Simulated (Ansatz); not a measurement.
# BrH4NSi: the cost of one run

Program: Ansatz 0.2.0, Gaussian basis. Level of theory: PBE0-D4/def2-TZVP structures, single points in def2-TZVPP, no counterpoise correction. These are calculated values, not measurements.

Levels: SPW92, PBE-D4, BLYP-D4, r2SCAN-D4, B97M-V, PBE0-D4, B3LYP-D4, r2SCAN0-D4, BHLYP-D4, CAM-B3LYP-D4, wB97X-V, wB97M-V, B2PLYP, PBE-QIDH, RPA on PBE, Hartree-Fock, MP2, CCSD, CCSD(T).

Correlated methods freeze the cores. Filled d shells of the heavier atoms are correlated. B3LYP uses VWN-RPA correlation. B2PLYP carries no dispersion term here.

94 further runs of the same task are left out: 94 set aside as unsound or not needed.

### 1 Where the work starts

The complex: 9 atoms, charge 0, spin multiplicity 1.

Atoms are counted from 1 here; the program's logs count them from 0.

Bond lengths: Si1–H3 1.475 Å, Si1–H4 1.477 Å, Si1–N5 1.693 Å, Si1–Br7 2.276 Å, F2–H6 0.933 Å, N5–H8 1.010 Å, N5–H9 1.008 Å. Angles: H3–Si1–H4 114.0°, H3–Si1–N5 110.6°, H3–Si1–Br7 103.7°, H4–Si1–N5 109.8°, H4–Si1–Br7 104.7°, N5–Si1–Br7 114.0°, Si1–N5–H8 118.7°, Si1–N5–H9 120.1°, H8–N5–H9 111.4°.

Coordinates:

| atom | x (Å) | y (Å) | z (Å) |
| --- | --- | --- | --- |
| Si1 | -0.8643 | 0.6046 | -0.0039 |
| F2 | 1.6379 | -1.4562 | -1.1214 |
| H3 | -1.6609 | -0.1317 | -1.0036 |
| H4 | -1.5988 | 1.6995 | 0.6615 |
| N5 | -0.2422 | -0.4565 | 1.1591 |
| H6 | 1.5999 | -0.5441 | -1.3165 |
| Br7 | 0.7296 | 1.6495 | -1.2480 |
| H8 | 0.2719 | -1.2688 | 0.8480 |
| H9 | 0.1269 | -0.0964 | 2.0248 |

Its parts: BrH₄NSi holds atoms 1, 3, 4, 5, 7, 8, 9; HF holds atoms 2, 6. Each part counts its atoms afresh in its own runs.

### 2 Relaxing BrH₄NSi alone

Contents of relax-a/in.yaml:

```yaml
crystal:
  periodic: [false, false, false]
  atoms:
    - {symbol: Si, position_ang: [-0.864308, 0.604633, -0.003861]}
    - {symbol: H, position_ang: [-1.660896, -0.131674, -1.003628]}
    - {symbol: H, position_ang: [-1.598771, 1.699488, 0.661467]}
    - {symbol: N, position_ang: [-0.242179, -0.456547, 1.159079]}
    - {symbol: Br, position_ang: [0.729562, 1.649482, -1.248018]}
    - {symbol: H, position_ang: [0.271924, -1.268761, 0.848039]}
    - {symbol: H, position_ang: [0.126933, -0.096436, 2.024824]}
basis:
  gaussian: {orbitals: def2-TZVP}
hamiltonian: {xc: pbe0, dispersion: d4}
relax: {f_tol: 0.005, max_steps: 200}
```

Launch:

```
ansatz run in.yaml --threads 4 --pin off --events-out ev --progress --plain --max-ram 9574MiB
```

**Question.** How long does this run take on 4 threads of Arm Neoverse V1, shared host?

About 14 s.
